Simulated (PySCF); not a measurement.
# AlCl2F: electronic excitations and core binding energies

What electronic excitations and core binding energies should AlCl2F (`[F][Al]([Cl])[Cl]`) show?

Programs: PySCF 2.14.0, with density-fitted response routines of our own. Each step states its level of theory. These are calculated values for one molecule in the gas phase, unless marked as measured. Atoms are numbered from 0 throughout.

**1. Starting geometry**

4 atoms, charge 0, multiplicity 1; geometry from: GFN2-xTB.

Bonds of the start (Å): F0–Al1 1.65, Al1–Cl2 2.02, Al1–Cl3 2.02.

**2. Excited states and response: CAM-B3LYP/def2-SVPD**

Job settings and geometry (Å):

```
{"job": {"kind": "uv", "xc": "CAM-B3LYP", "basis": "def2-SVPD", "nstates": 8, "ntriplets": 3}, "charge": 0, "multiplicity": 1}
F     -0.061667     1.687885    -0.010175
Al     0.001321     0.034353    -0.004299
Cl     1.843553    -0.789972     0.003025
Cl    -1.772972    -0.927494    -0.011406
```

With the program's defaults for keys left out, this is: TDDFT CAM-B3LYP/def2-SVPD, vertical, gas phase, core orbitals frozen in the response.

Run with:

```sh
> OMP_NUM_THREADS=1 python probes_run.py task.json out
```

One launch serves the whole session: the jobs run in the order shown.

The log of the run:

```text
coarse grid: 5960 points
cycle   1  E = -1262.2596583137  dE =  2.588e-01  |g| = 6.090e-01  |ddm| = 2.334e+00
cycle   2  E = -1262.2197219287  dE =  3.994e-02  |g| = 8.460e-01  |ddm| = 1.336e+00
cycle   3  E = -1262.3378948906  dE = -1.182e-01  |g| = 6.502e-02  |ddm| = 6.369e-01
cycle   4  E = -1262.3388937096  dE = -9.988e-04  |g| = 1.911e-02  |ddm| = 9.930e-02
cycle   5  E = -1262.3389955092  dE = -1.018e-04  |g| = 1.786e-03  |ddm| = 2.310e-02
cycle   6  E = -1262.3389972603  dE = -1.751e-06  |g| = 4.343e-04  |ddm| = 4.230e-03
final grid: 46992 points
cycle   7  E = -1262.4747161469  dE = -4.948e-06  |g| = 2.010e-03  |ddm| = 1.079e-02
cycle   8  E = -1262.4747159785  dE =  1.684e-07  |g| = 2.368e-03  |ddm| = 2.675e-03
cycle   9  E = -1262.4747168391  dE = -8.606e-07  |g| = 2.254e-04  |ddm| = 1.546e-03
cycle  10  E = -1262.4747168489  dE = -9.801e-09  |g| = 5.142e-05  |ddm| = 2.851e-04
cycle  11  E = -1262.4747168497  dE = -7.476e-10  |g| = 1.495e-05  |ddm| = 7.969e-05
converged SCF energy = -1262.4747168497

Static polarisability (au): isotropic 46.688, principal 39.647 44.303 56.115

Singlet excitations
state   eV       nm        f      main configurations
  1   7.2346    171.4   0.01387   H->L 0.94
  2   7.4850    165.6   0.00001   H-1->L 0.94
  3   7.7022    161.0   0.00000   H->L+1 0.98
  4   7.8198    158.6   0.06345   H-2->L 0.93
  5   7.9535    155.9   0.09536   H-3->L 0.93
  6   8.2359    150.5   0.00051   H-2->L+1 0.98
  7   8.2912    149.5   0.01656   H-1->L+1 0.80, H-4->L 0.15
  8   8.7528    141.7   0.02145   H-3->L+1 0.89

Triplet excitations (Tamm-Dancoff, eV): 6.9573 7.2066 7.4750
```

It took 9.8 s on 1 thread of Arm Neoverse N1, shared host; peak memory 0.39 GiB.

The orbitals next to the gap, with their largest atomic shares:

```csv
orbital,eV,atoms
HOMO−3,-11.94,"Cl2 43 %, Cl3 43 %, Al1 10 %"
HOMO−2,-11.83,"Cl2 43 %, Cl3 43 %, Al1 11 %"
HOMO−1,-11.56,"Cl3 46 %, Cl2 46 %, Al1 9 %"
HOMO,-11.25,"Cl3 46 %, Cl2 46 %, F0 4 %"
LUMO,-0.64,"Al1 64 %, Cl2 15 %, Cl3 15 %"
LUMO+1,0.17,"Al1 47 %, Cl2 21 %, Cl3 21 %"
LUMO+2,1.69,"Al1 50 %, Cl2 22 %, Cl3 22 %"
```

With each of the 8 states as a Gaussian band of 0.4 eV half-width at 1/e, the curve within the window shown has maxima at 157 nm (ε 6,600) L/(mol cm). Beyond the last state computed it falls off for lack of states. The curve at chosen wavelengths:

nm, ε (L/mol/cm) and a bar:
```
      137        515 ##
      139        794 ###
      141       1050 ####
      143       1290 ######
      145       1622 #######
      147       2204 ##########
      149       3128 ##############
      151       4318 ####################
      153       5508 #########################
      155       6349 #############################
      157       6572 ##############################
      159       6128 ############################
      161       5191 ########################
      162       4628 #####################
      164       3491 ################
      166       2508 ###########
      168       1771 ########
      170       1267 ######
      172        934 ####
      174        705 ###
      176        534 ##
      178        395 #
      180        282 #
      182        192 #
      184        124 
      186         76
```

Leading natural transition orbitals of singlet state 5: the hole lies on Cl2, Cl3 about 42 % each; F0 8 %; Al1 7 %; the particle on Al1 47 %; Cl2, Cl3 about 19 % each; F0 15 %.

Leading natural transition orbitals of singlet state 1: the hole lies on Cl2, Cl3 about 47 % each; the particle on Al1 46 %; Cl2, Cl3 about 20 % each; F0 14 %.

Further results of this job:

```csv
property,computed
dipole moment (D),1.00
polarisability (Å³),6.92
HOMO–LUMO gap (eV),10.61
−ε(HOMO) (eV),11.25
```

The fields below are evaluated on a grid from the run's orbitals.

Frontier orbitals at CAM-B3LYP/def2-SVPD, with the share of their density that lies nearest to each atom:

```csv
orbital,energy (eV),lies on
HOMO,-11.25,"Cl2, Cl3 about 47 % each"
LUMO,-0.64,"Al1 39 %; Cl2, Cl3 about 21 % each; F0 19 %"
```

ELF in a plane through or near 4 of the atoms.

Values, 10 rows by 14 columns:
```
0.00 0.00 0.00 0.00 0.00 0.00 0.00 0.00 0.00 0.00 0.00 0.00 0.00 0.00
0.00 0.00 0.00 0.00 0.00 0.00 0.03 0.04 0.01 0.00 0.00 0.00 0.00 0.00
0.00 0.00 0.00 0.00 0.01 0.22 0.62 0.70 0.40 0.07 0.00 0.00 0.00 0.00
0.00 0.00 0.00 0.00 0.01 0.32 0.82 0.44 0.64 0.07 0.00 0.00 0.00 0.00
0.00 0.00 0.26 0.51 0.40 0.15 0.05 0.12 0.12 0.26 0.49 0.43 0.08 0.00
0.00 0.07 0.65 0.89 0.69 0.85 0.46 0.79 0.50 0.77 0.78 0.82 0.45 0.01
0.00 0.11 0.66 0.78 0.53 0.73 0.53 0.19 0.82 0.26 0.51 0.84 0.44 0.01
0.00 0.01 0.36 0.69 0.85 0.74 0.20 0.03 0.60 0.83 0.83 0.54 0.18 0.00
0.00 0.00 0.00 0.04 0.12 0.07 0.00 0.00 0.03 0.12 0.10 0.01 0.00 0.00
0.00 0.00 0.00 0.00 0.00 0.00 0.00 0.00 0.00 0.00 0.00 0.00 0.00 0.00
```
The map spans 8.8 Å across and 8.6 Å up, centred on the molecule. Atoms in the plane (x, y in Å): F0 (0.0, 1.7), Al1 (0.0, 0.0), Cl2 (-1.8, -0.9), Cl3 (1.8, -0.9).

On the surface of density 0.002 e/bohr³ the electrostatic potential runs, from the 1st to the 99th percentile, from -1.09 V near F0 to 4.41 V near Al1.

**3. Core holes by ΔSCF: SCAN, X2C**

Job settings and geometry (Å):

```
{"job": {"kind": "xps"}, "charge": 0, "multiplicity": 1}
F     -0.061667     1.687885    -0.010175
Al     0.001321     0.034353    -0.004299
Cl     1.843553    -0.789972     0.003025
Cl    -1.772972    -0.927494    -0.011406
```

Method: delta-SCF UKS SCAN, pcX-2 on the ionised atom, pcseg-1 elsewhere, spin-free X2C.

The log of the run:

```text
ground state, core basis on atom 0 (F), 99 functions
  cycle   1  E = -1265.84430251  |g| = 7.67e-01
  cycle   2  E = -1265.50958839  |g| = 1.65e+00
  cycle   3  E = -1265.93994333  |g| = 1.61e-01
  cycle   4  E = -1265.94636350  |g| = 5.93e-02
  cycle   5  E = -1265.94715468  |g| = 1.62e-02
  cycle   6  E = -1265.94720130  |g| = 6.08e-03
  cycle   7  E = -1265.94721494  |g| = 4.54e-04
  E(ground) = -1265.98485477 Eh
hole in F 1s of atom 0
  cycle   1  E = -1239.61167909  |g| = 2.58e+00
  cycle   2  E = -1239.63106613  |g| = 2.08e+00
  cycle   3  E = -1240.46557255  |g| = 2.87e-01
  cycle   4  E = -1240.46934798  |g| = 2.13e-01
  cycle   5  E = -1240.50024537  |g| = 2.07e-02
  cycle   6  E = -1240.50050801  |g| = 5.44e-03
  cycle   7  E = -1240.50051975  |g| = 1.44e-03
  cycle   8  E = -1240.50052230  |g| = 3.03e-04
  E(ion) = -1240.54456711 Eh   <S^2> = 0.7564   hole on atom = 1.000   binding energy = 692.265 eV
ground state, core basis on atom 1 (Al), 110 functions
  cycle   1  E = -1265.98426906  |g| = 2.62e-01
  cycle   2  E = -1265.98112520  |g| = 1.78e-01
  cycle   3  E = -1265.98292536  |g| = 1.39e-01
  cycle   4  E = -1265.98601412  |g| = 1.63e-02
  cycle   5  E = -1265.98605297  |g| = 3.16e-03
  cycle   6  E = -1265.98605428  |g| = 2.61e-04
  E(ground) = -1265.98365914 Eh
hole in Al 1s of atom 1
  cycle   1  E = -1207.31802154  |g| = 3.97e+00
  cycle   2  E = -1207.20557563  |g| = 2.17e+00
  cycle   3  E = -1207.69000716  |g| = 1.00e+00
  cycle   4  E = -1208.25351247  |g| = 3.42e-01
  cycle   5  E = -1208.28741733  |g| = 1.88e-01
  cycle   6  E = -1208.30224767  |g| = 3.86e-02
  cycle   7  E = -1208.30277841  |g| = 5.29e-03
  cycle   8  E = -1208.30279170  |g| = 1.65e-03
  cycle   9  E = -1208.30279207  |g| = 3.68e-04
  E(ion) = -1208.30121380 Eh   <S^2> = 0.7519   hole on atom = 1.000   binding energy = 1569.619 eV
hole in Al 2p of atom 1
  cycle   1  E = -1262.65626634  |g| = 1.07e+00
  cycle   2  E = -1262.38825468  |g| = 1.15e+00
  cycle   3  E = -1262.81777118  |g| = 4.14e-01
  cycle   4  E = -1262.91896737  |g| = 7.73e-02
  cycle   5  E = -1262.91945730  |g| = 6.21e-02
  cycle   6  E = -1262.92103990  |g| = 1.34e-02
  cycle   7  E = -1262.92110418  |g| = 1.45e-03
  cycle   8  E = -1262.92110547  |g| = 3.58e-04
  E(ion) = -1262.92408277 Eh   <S^2> = 0.7526   hole on atom = 1.004   binding energy = 83.255 eV
  2p3/2 = 82.880 eV   2p1/2 = 83.386 eV
ground state, core basis on atom 2 (Cl), 110 functions
  cycle   1  E = -1266.08945218  |g| = 4.85e-01
  cycle   2  E = -1266.08943838  |g| = 5.58e-02
  cycle   3  E = -1266.08894123  |g| = 7.09e-02
  cycle   4  E = -1266.08994042  |g| = 1.44e-02
  cycle   5  E = -1266.08996333  |g| = 4.71e-03
  cycle   6  E = -1266.08997021  |g| = 6.61e-04
  cycle   7  E = -1266.08996842  |g| = 1.23e-04
  E(ground) = -1266.10616154 Eh
hole in Cl 1s of atom 2
  cycle   1  E = -1160.86735780  |g| = 5.47e+00
  cycle   2  E = -1161.54451327  |g| = 2.05e+00
  cycle   3  E = -1161.96219711  |g| = 5.97e-01
  cycle   4  E = -1162.05443091  |g| = 3.46e-01
  cycle   5  E = -1162.09668891  |g| = 1.22e-01
  cycle   6  E = -1162.10118389  |g| = 3.20e-02
  cycle   7  E = -1162.10154251  |g| = 1.69e-02
  cycle   8  E = -1162.10172067  |g| = 4.81e-03
  cycle   9  E = -1162.10173193  |g| = 7.24e-04
  cycle  10  E = -1162.10173231  |g| = 4.92e-05
  E(ion) = -1162.12599838 Eh   <S^2> = 0.7519   hole on atom = 1.000   binding energy = 2829.444 eV
hole in Cl 2p of atom 2
  cycle   1  E = -1258.00274299  |g| = 1.70e+00
  cycle   2  E = -1258.14838486  |g| = 1.14e+00
  cycle   3  E = -1258.42976789  |g| = 2.41e-01
  cycle   4  E = -1258.44393883  |g| = 1.84e-01
  cycle   5  E = -1258.45601661  |g| = 4.44e-02
  cycle   6  E = -1258.45669193  |g| = 1.84e-02
  cycle   7  E = -1258.45688541  |g| = 5.10e-03
  cycle   8  E = -1258.45689694  |g| = 1.01e-03
  cycle   9  E = -1258.45689673  |g| = 1.22e-04
  E(ion) = -1258.48234259 Eh   <S^2> = 0.7517   hole on atom = 1.001   binding energy = 207.455 eV
  2p3/2 = 206.864 eV   2p1/2 = 208.518 eV
```

Wall time 12 s (1 thread of Arm Neoverse N1, shared host); peak memory 0.4 GiB.

Binding energies by hole, beside the orbital energy of the ground state; the difference holds orbital relaxation and, for a density functional, its self-interaction error:

```csv
hole,stands for,environment,ΔSCF (eV; 2p as the shell's mean),−ε (eV),⟨S²⟩
F1s on F0,F0,fluorine bonded to Al,692.27,666.2,0.756
Al1s on Al1,Al1,"aluminium bonded to 2 Cl, F",1569.62,1520.4,0.752
Al2p on Al1,Al1,"aluminium bonded to 2 Cl, F",83.05,72.9,0.753
Cl1s on Cl2,"Cl2, Cl3",chlorine bonded to Al,2829.44,2764.2,0.752
Cl2p on Cl2,"Cl2, Cl3",chlorine bonded to Al,207.42,194.1,0.752
```

Each hole run stands for the others of its class of like atoms.

With the spin-orbit splitting: Al1 2p3/2 82.88, 2p1/2 83.39 eV; Cl2 2p3/2 206.86, 2p1/2 208.52 eV. The table gives each 2p level as the mean over the whole 2p shell (two parts 2p3/2, one part 2p1/2), which differs a little from the single hole in the log.

**4. What came out**

| quantity | value |
| --- | --- |
| lowest singlet (CAM-B3LYP/def2-SVPD) | 7.23 eV (171 nm), f = 0.014 |
| brightest single state of those computed | state 5, 7.95 eV, f = 0.095 |
| lowest triplet | 6.96 eV |
| surface potential, 1st and 99th percentile | -1.09 V and 4.41 V |
| F1s binding energies, SCAN/pcX-2 | F0 692.27 eV |
| Al1s binding energies, SCAN/pcX-2 | Al1 1569.62 eV |
| Al2p binding energies, SCAN/pcX-2 | Al1 83.05 eV |
| Cl1s binding energies, SCAN/pcX-2 | Cl2 2829.44 eV |
| Cl2p binding energies, SCAN/pcX-2 | Cl2 207.42 eV |

What this shows: The lowest singlet, at 7.23 eV, is HOMO→LUMO 0.94 and is weak; of the 8 states computed, the strongest absorption comes from state 5 at 7.95 eV. The lowest triplet lies 0.28 eV below the lowest singlet (triplets in Tamm-Dancoff, singlets in full TDDFT). By nearest atom (CAM-B3LYP/def2-SVPD), the HOMO sits on Cl2, Cl3 about 47 % each and the LUMO on Al1 39 %; Cl2, Cl3 about 21 % each.
